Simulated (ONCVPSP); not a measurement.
# Pseudopotential generation for F: ONCV, LDA (Perdew-Wang 92)

Task: generate the file, and judge it by its errors in other configurations, its logarithmic derivatives, its ghosts and its cutoff.

The numbers are computed with ONCVPSP 4.0.1 (LDA (Perdew-Wang 92), scalar-relativistic, spin-unpolarised reference atom).

### 1 Settings

The settings as typed:

| Item | Value |
| --- | --- |
| element | fluorine (F, Z = 9) |
| type | optimised norm-conserving Vanderbilt (ONCV) |
| frozen core | [He] |
| valence charge | 7 |
| reference configuration | 2s2 2p4 (charge +1) |
| partial waves | 2s: rc 0.75 bohr, ncon 4, nbas 8, qcut 11.3 1/bohr, 2 projectors, debl 0.4 Ha; 2p: rc 1.35 bohr, ncon 5, nbas 8, qcut 11.3 1/bohr, 2 projectors, debl 3.3 Ha; d scattering state at 0.45 Ha: rc 1.15 bohr, ncon 3, nbas 7, qcut 9.8 1/bohr, 3 projectors, debl 3.2 Ha |
| local potential | polynomial inside 0.55 bohr (lpopt 5, dvloc0 0 Ha) |
| core correction | Teter function fitted to the true core (icmod 2), fcfact 0.45 |

### 2 Generating the potential

Contents of F.dat:

```
# ATOM AND REFERENCE CONFIGURATION
# atsym  z   nc   nv     iexc    psfile
  F 9.00    1    2  -001012      upf
#
#   n    l    f
    1    0    2.00
    2    0    2.00
    2    1    4.00
#
# PSEUDOPOTENTIAL AND OPTIMIZATION
# lmax
    2
#
#   l,   rc,      ep,       ncon, nbas, qcut
    0    0.75    0.00    4    8   11.30
    1    1.35    0.00    5    8   11.30
    2    1.15    0.45    3    7    9.80
#
# LOCAL POTENTIAL
# lloc, lpopt,  rc(5),   dvloc0
    4    5    0.55    0.00
#
# VANDERBILT-KLEINMAN-BYLANDER PROJECTORs
# l, nproj, debl
    0    2    0.40
    1    2    3.30
    2    3    3.20
#
# MODEL CORE CHARGE
# icmod, fcfact, rcfact
    2    0.45    0.75
#
# LOG DERIVATIVE ANALYSIS
# epsh1, epsh2, depsh
   -3.00    5.00    0.02
#
# OUTPUT GRID
# rlmax, drl
    6.00    0.01
#
# TEST CONFIGURATIONS
# ncnf
    4
# nvcnf
#   n    l    f
    2
    2    0    2.00
    2    1    5.00
#
    2
    2    0    2.00
    2    1    3.00
#
    2
    2    0    2.00
    2    1    2.00
#
    2
    2    0    1.00
    2    1    5.00
#
```

Run with:

```
$ oncvpsp.x < F.dat > F.out
```

**Question.** What will these runs give? Wanted: cutoffs for 1 and 0.1 mHa per electron, occupied waves; bound ghosts; GHOST(+) flags; largest test error; largest phase difference near zero energy, channels read; rms error of d²Exc/dn², without and with the model core; projector energies reset by the program.

The runs gave:

```
                                                quantity                  value
  cutoffs for 1 and 0.1 mHa per electron, occupied waves        54 Ha and 90 Ha
                                            bound ghosts             none found
                                          GHOST(+) flags     none at low energy
                            largest test error (AE − PS)  +332 meV, for 2s2 2p2
largest phase difference near zero energy, channels read              0.000 rad
 rms error of d²Exc/dn², without and with the model core      3.57 and 1.83 mHa
                 projector energies reset by the program    s: -1.730, 0.250 Ha
```

In words: The worst unpolarised test, 2s2 2p2, is off by 332 meV on 99.3 eV; by total energies transferability rates as poor. That test lies far up in energy; among those under 40 eV, nearer to bonding, the largest error is 52 meV. The potential is hard: the looser tolerance needs 54 Ha. At the looser tolerance the 2s wave is the slowest; 2p needs 46 Ha. It is free of bound ghosts as far as tested. Near zero energy the phases of the channels with partial waves agree within 0.001 rad.
